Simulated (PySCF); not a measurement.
**C₄HClF₆S: NMR shifts in solvents**

Aim: compute the NMR shifts of C₄HClF₆S (`FC(F)(F)C(=S)[C@H](Cl)C(F)(F)F`), and see what a dielectric continuum does where one was used.

The runs use PySCF 2.14.0, with density-fitted response routines of our own; the level of theory stands in each step. All values are computed, except where a source is named. Atoms are numbered from 0 throughout.

## Step 1: Starting geometry

13 atoms, charge 0, multiplicity 1; geometry from: GFN2-xTB.

Bonds of the start (Å): F0–C1 1.33, C1–F2 1.34, C1–F3 1.34, C1–C4 1.53, C4–S5 1.61, C4–C6 1.50, C6–Cl7 1.81, C6–C8 1.53, C8–F9 1.33, C8–F10 1.34, C8–F11 1.33, C6–H12 1.10.

## Step 2: Relaxing the molecule at PBE0-D3(BJ)/def2-SVP

Job settings and geometry (Å):

```
{"job": {"xc": "PBE0", "basis": "def2-SVP", "d3": "d3bj", "grid": 1, "kind": "geom"}, "charge": 0, "multiplicity": 1}
F     -2.448002     1.755130     0.331537
C     -1.901829     0.597958    -0.030920
F     -1.966336     0.535892    -1.369228
F     -2.690434    -0.375440     0.438577
C     -0.470492     0.459965     0.481407
S     -0.037310     1.205462     1.842253
C      0.385505    -0.457237    -0.333667
Cl    -0.124025    -2.151165     0.031069
C      1.888235    -0.347662    -0.050536
F      2.228837    -0.713067     1.179703
F      2.317461     0.907782    -0.231459
F      2.576318    -1.115420    -0.897689
H      0.237684    -0.301709    -1.408776
```

On the command line:

```console
$ OMP_NUM_THREADS=1 python probes_run.py task.json out
```

The driver reads the jobs from task.json and runs them one after another.

The program printed:

```text
step   0  E = -1608.60944275  max force = 0.021698
step   1  E = -1608.61064665  max force = 0.010967
step   2  E = -1608.61105761  max force = 0.004147
step   3  E = -1608.61119489  max force = 0.001179
step   4  E = -1608.61121627  max force = 0.000612
step   5  E = -1608.61122238  max force = 0.001427
step   6  E = -1608.61123836  max force = 0.001056
step   7  E = -1608.61124360  max force = 0.000611
step   8  E = -1608.61124241  max force = 0.000609
step   9  E = -1608.61124041  max force = 0.000544
step  10  E = -1608.61123945  max force = 0.000371
optimisation converged
```

Run time: 8 min. Hardware: 1 thread, shared host.

Step by step:

| step | energy from step 0 (eV) | largest force component (eV/Å) |
| --- | --- | --- |
| 0 | 0.0000 | 1.1158 |
| 1 | -0.0328 | 0.5639 |
| 2 | -0.0439 | 0.2132 |
| 3 | -0.0477 | 0.0606 |
| 4 | -0.0483 | 0.0315 |
| 5 | -0.0484 | 0.0734 |
| 6 | -0.0489 | 0.0543 |
| 7 | -0.0490 | 0.0314 |
| 8 | -0.0490 | 0.0313 |
| 9 | -0.0489 | 0.0280 |
| 10 | -0.0489 | 0.0191 |

Close pairs (by a distance rule), those that changed most:

| bond | before (Å) | after (Å) | change (Å) |
| --- | --- | --- | --- |
| C6–Cl7 | 1.806 | 1.784 | -0.022 |
| C4–C6 | 1.496 | 1.508 | +0.012 |
| C1–C4 | 1.527 | 1.537 | +0.011 |
| F0–C1 | 1.330 | 1.320 | -0.010 |
| C1–F3 | 1.338 | 1.329 | -0.009 |
| C8–F10 | 1.339 | 1.332 | -0.007 |
| C8–F9 | 1.328 | 1.321 | -0.006 |
| C6–C8 | 1.533 | 1.530 | -0.003 |

The final coordinates are the input of the step that follows.

| at the end point | value |
| --- | --- |
| point group (found at 0.08 Å tolerance) | C1 |
| rotational constants (GHz, main isotopes) | 1.059, 0.540, 0.458 |
| dipole moment (D) | 0.67 |

## Step 3: Nuclear shieldings: PBE0/pcSseg-1 in chloroform

Job settings and geometry (Å):

```
{"job": {"kind": "nmr", "xc": "PBE0", "basis": "pcSseg-1", "solvent": "chloroform", "pop": true}, "charge": 0, "multiplicity": 1}
F     -2.584930     1.564445     0.299915
C     -1.952612     0.438353     0.026603
F     -2.012297     0.244667    -1.296800
F     -2.603396    -0.560014     0.614103
C     -0.489934     0.476432     0.497396
S     -0.063174     1.418894     1.728156
C      0.416545    -0.460661    -0.261009
Cl     0.057585    -2.130777     0.254622
C      1.918907    -0.200845    -0.137949
F      2.389085    -0.407866     1.079459
F      2.183805     1.054282    -0.497982
F      2.568219    -1.008622    -0.974895
H      0.182029    -0.402426    -1.333845
```

With the program's defaults for keys left out, this is: GIAO PBE0/pcSseg-1 NMR shielding, non-relativistic, IEF-PCM chloroform.

The program printed:

```text
coarse grid: 14728 points
cycle   1  E = -1608.9492831724  dE =  2.266e+00  |g| = 1.259e+00  |ddm| = 3.610e+00
cycle   2  E = -1608.4699907364  dE =  4.793e-01  |g| = 2.103e+00  |ddm| = 2.246e+00
cycle   3  E = -1609.2161520825  dE = -7.462e-01  |g| = 2.456e-01  |ddm| = 1.682e+00
cycle   4  E = -1609.2279801832  dE = -1.183e-02  |g| = 1.196e-01  |ddm| = 3.436e-01
cycle   5  E = -1609.2316210470  dE = -3.641e-03  |g| = 1.686e-02  |ddm| = 1.328e-01
cycle   6  E = -1609.2316693349  dE = -4.829e-05  |g| = 3.617e-03  |ddm| = 1.608e-02
cycle   7  E = -1609.2316716449  dE = -2.310e-06  |g| = 1.485e-03  |ddm| = 4.031e-03
final grid: 143320 points
cycle   8  E = -1609.3420143042  dE = -5.953e-05  |g| = 1.037e-02  |ddm| = 2.954e-02
cycle   9  E = -1609.3419468758  dE =  6.743e-05  |g| = 1.962e-02  |ddm| = 2.810e-02
cycle  10  E = -1609.3420380913  dE = -9.122e-05  |g| = 1.771e-03  |ddm| = 1.993e-02
cycle  11  E = -1609.3420387254  dE = -6.341e-07  |g| = 5.825e-04  |ddm| = 1.807e-03
cycle  12  E = -1609.3420387896  dE = -6.422e-08  |g| = 1.105e-04  |ddm| = 4.635e-04
cycle  13  E = -1609.3420387916  dE = -1.983e-09  |g| = 2.942e-05  |ddm| = 1.220e-04
cycle  14  E = -1609.3420387918  dE = -1.942e-10  |g| = 7.418e-06  |ddm| = 3.262e-05
converged SCF energy = -1609.3420387918

GIAO shielding tensors (ppm)
atom      isotropic    diamagn.    paramagn.     s11        s22        s33       span
  0 F      259.001     468.369    -209.368    196.540    253.676    326.786    130.246
  1 C       64.908     241.744    -176.836     46.698     57.401     90.624     43.926
  2 F      272.105     474.765    -202.660    192.782    257.543    365.990    173.207
  3 F      235.985     471.335    -235.350    163.506    222.167    322.282    158.776
  4 C      -57.543     262.561    -320.105   -231.448    -58.502    117.319    348.767
  5 S     -779.885    1055.637   -1835.522  -2688.444   -452.306    801.096   3489.540
  6 C      125.858     248.140    -122.282    112.548    127.309    137.717     25.169
  7 Cl     726.488    1146.282    -419.794    512.284    616.765   1050.415    538.130
  8 C       56.877     242.443    -185.566     52.823     57.276     60.531      7.708
  9 F      268.651     471.383    -202.732    200.706    279.456    325.791    125.085
 10 F      259.734     473.448    -213.714    185.720    264.410    329.073    143.352
 11 F      255.269     469.989    -214.720    179.817    240.760    345.229    165.412
 12 H       25.802      29.274      -3.473     20.909     26.367     30.129      9.220
```

It took 1.9 min on 1 thread, shared host.

Shifts follow as δ = σ(reference) − σ, with reference shieldings (ppm) from runs at the same level and on the same kind of geometry: 1H TMS 31.25, 13C TMS 185.2, 19F CFCl3 179.6, 33S CS2 495. The references are single molecules in the same continuum, so shifts against H2O, NH3, PH3, H3PO4 or CFCl3 are not on the usual liquid scales and can be off by tens of ppm. Atoms listed in one row are averaged.

| atoms | environment | σ (ppm) | δ (ppm) |
| --- | --- | --- | --- |
| C4 | thiocarbonyl carbon | -57.5 | 242.7 |
| C8 | CF3 carbon | 56.9 | 128.3 |
| C1 | CF3 carbon | 64.9 | 120.3 |
| C6 | sp3 CH bonded to Cl | 125.9 | 59.3 |
| H12 | hydrogen on an sp3 CH bonded to Cl | 25.80 | 5.45 |
| F0, F2, F3 | fluorine of a CF3 group | 255.7 | -76.1 |
| F9, F10, F11 | fluorine of a CF3 group | 261.2 | -81.6 |
| S5 | thione sulfur | -780 | 1275 |
| Cl7 | chlorine bonded to C | 726 | – |

Charges from the same density, by scheme (e):

| atoms | Mulliken | IAO | Hirshfeld | ESP fit |
| --- | --- | --- | --- | --- |
| F0, F2, F3 | -0.25 | -0.27 | -0.08 | -0.18 |
| C1 | 0.94 | 0.80 | 0.25 | 0.55 |
| C4 | -0.41 | -0.13 | -0.01 | 0.12 |
| S5 | 0.16 | 0.11 | 0.00 | 0.00 |
| C6 | -0.29 | -0.17 | -0.03 | -0.53 |
| Cl7 | -0.02 | -0.04 | -0.03 | 0.01 |
| C8 | 0.88 | 0.82 | 0.25 | 0.66 |
| F9, F10, F11 | -0.25 | -0.27 | -0.08 | -0.18 |

Mayer bond orders: F0–C1 1.05, C1–F2 0.99, C1–F3 1.02, C1–C4 0.89, C4–S5 2.02, C4–C6 0.89, C6–Cl7 1.06, C6–C8 0.94, C8–F9 1.03, C8–F10 1.01, C8–F11 1.01.

## Step 4: Shielding tensors: PBE0/pcSseg-1 in cyclohexane

Same as in step 3 but for these lines:

```diff
@@ -1,2 +1,2 @@
-{"job": {"kind": "nmr", "xc": "PBE0", "basis": "pcSseg-1", "solvent": "chloroform", "pop": true}, "charge": 0, "multiplicity": 1}
+{"job": {"kind": "nmr", "xc": "PBE0", "basis": "pcSseg-1", "solvent": "cyclohexane", "pop": false}, "charge": 0, "multiplicity": 1}
 F     -2.584930     1.564445     0.299915
```

Level: GIAO PBE0/pcSseg-1 NMR shielding, non-relativistic, IEF-PCM cyclohexane.

The program printed:

```text
coarse grid: 14728 points
cycle   1  E = -1608.9440562656  dE =  2.271e+00  |g| = 1.266e+00  |ddm| = 3.611e+00
cycle   2  E = -1608.4298622122  dE =  5.142e-01  |g| = 2.148e+00  |ddm| = 2.358e+00
cycle   3  E = -1609.2110694569  dE = -7.812e-01  |g| = 2.694e-01  |ddm| = 1.810e+00
cycle   4  E = -1609.2258528344  dE = -1.478e-02  |g| = 1.244e-01  |ddm| = 3.851e-01
cycle   5  E = -1609.2298273117  dE = -3.974e-03  |g| = 1.803e-02  |ddm| = 1.455e-01
cycle   6  E = -1609.2298839288  dE = -5.662e-05  |g| = 4.034e-03  |ddm| = 1.740e-02
cycle   7  E = -1609.2298868902  dE = -2.961e-06  |g| = 1.632e-03  |ddm| = 4.610e-03
final grid: 143320 points
cycle   8  E = -1609.3402364645  dE = -5.890e-05  |g| = 1.051e-02  |ddm| = 2.958e-02
cycle   9  E = -1609.3401609567  dE =  7.551e-05  |g| = 2.044e-02  |ddm| = 2.961e-02
cycle  10  E = -1609.3402608231  dE = -9.987e-05  |g| = 1.936e-03  |ddm| = 2.164e-02
cycle  11  E = -1609.3402616102  dE = -7.871e-07  |g| = 5.944e-04  |ddm| = 2.023e-03
cycle  12  E = -1609.3402616761  dE = -6.591e-08  |g| = 1.128e-04  |ddm| = 4.870e-04
cycle  13  E = -1609.3402616782  dE = -2.104e-09  |g| = 3.133e-05  |ddm| = 1.293e-04
cycle  14  E = -1609.3402616784  dE = -2.105e-10  |g| = 8.079e-06  |ddm| = 3.635e-05
converged SCF energy = -1609.3402616784

GIAO shielding tensors (ppm)
atom      isotropic    diamagn.    paramagn.     s11        s22        s33       span
  0 F      258.258     468.300    -210.042    195.827    252.956    325.992    130.166
  1 C       65.015     241.747    -176.732     46.616     57.530     90.899     44.284
  2 F      272.645     474.779    -202.134    193.259    258.001    366.675    173.416
  3 F      234.818     471.253    -236.434    162.144    220.730    321.582    159.438
  4 C      -57.722     262.507    -320.229   -230.955    -59.447    117.237    348.193
  5 S     -801.792    1055.636   -1857.428  -2754.406   -453.595    802.625   3557.030
  6 C      125.895     248.131    -122.237    112.630    127.169    137.885     25.256
  7 Cl     722.152    1146.238    -424.086    505.460    611.978   1049.018    543.558
  8 C       56.971     242.389    -185.417     52.632     57.514     60.768      8.136
  9 F      267.844     471.272    -203.429    199.912    278.591    325.029    125.116
 10 F      259.522     473.417    -213.895    185.753    263.988    328.826    143.073
 11 F      254.666     469.958    -215.292    179.413    239.853    344.731    165.318
 12 H       25.960      29.504      -3.544     21.068     26.557     30.255      9.187
```

It took 1.7 min on 1 thread, shared host.

Key values: δ C4 242.5, C8 127.8, C1 119.8, C6 58.9, H12 5.30 ppm.

## Step 5: Run by run: NMR shifts

Shifts (ppm) of some atoms, chosen among heavy atoms and hydrogens apart, means over like atoms, with basis size and wall time:

| run | C8 | C1 | H12 | F0 | F9 | S5 | functions | time |
| --- | --- | --- | --- | --- | --- | --- | --- | --- |
| PBE0/pcSseg-1 in chloroform | 128.3 | 120.3 | 5.45 | -76.1 | -81.6 | 1275 | 223 | 1.9 min |
| PBE0/pcSseg-1 in cyclohexane | 127.8 | 119.8 | 5.30 | -76.7 | -82.1 | 1297 | 223 | 1.7 min |

The continuum's effect on the ground state:

| solvent | ε | polarisation energy (Eh) | μ (D) |
| --- | --- | --- | --- |
| cyclohexane | 2.02 | -0.0020 | 0.78 |
| chloroform | 4.71 | -0.0040 | 0.92 |

## Step 6: Results

```
                                                                             quantity                          value
                                                                          point group                             C1
                                                 rotational constants (main isotopes)           1.06, 0.54, 0.46 GHz
                                   13C shifts against TMS (PBE0/pcSseg-1, chloroform)  242.7, 128.3, 120.3, 59.3 ppm
                                    1H shifts against TMS (PBE0/pcSseg-1, chloroform)                       5.45 ppm
19F shifts against CFCl3 (PBE0/pcSseg-1, chloroform, means over atoms taken as alike)               -76.1, -81.6 ppm
                                   33S shifts against CS2 (PBE0/pcSseg-1, chloroform)                       1275 ppm
                                         shieldings of Cl (PBE0/pcSseg-1, chloroform)                  Cl7 726.5 ppm
                                                             range of the shift of S5               1275 to 1297 ppm
```

**Reading.** Over 10 steps the energy fell by 0.049 eV; of the close pairs, C6–Cl7 changed most, 1.806 to 1.784 Å. No frequency check was run at this level, so the end point may be a saddle. The most deshielded carbon is C4 (thiocarbonyl carbon), at 242.7 ppm: the small n→π* gap of C=S deshields it strongly. At PBE0/pcSseg-1: Shielding is most anisotropic at S5 (span 3490 ppm, paramagnetic term -1836 ppm). Among the atoms with a shift in every run: Across the 2 runs the shift of S5 moves most, between 1275 (PBE0/pcSseg-1 in chloroform) and 1297 ppm (PBE0/pcSseg-1 in cyclohexane). The continuum holds electrostatics alone: no hydrogen bonds to the solvent, and the gas-phase geometry is kept.
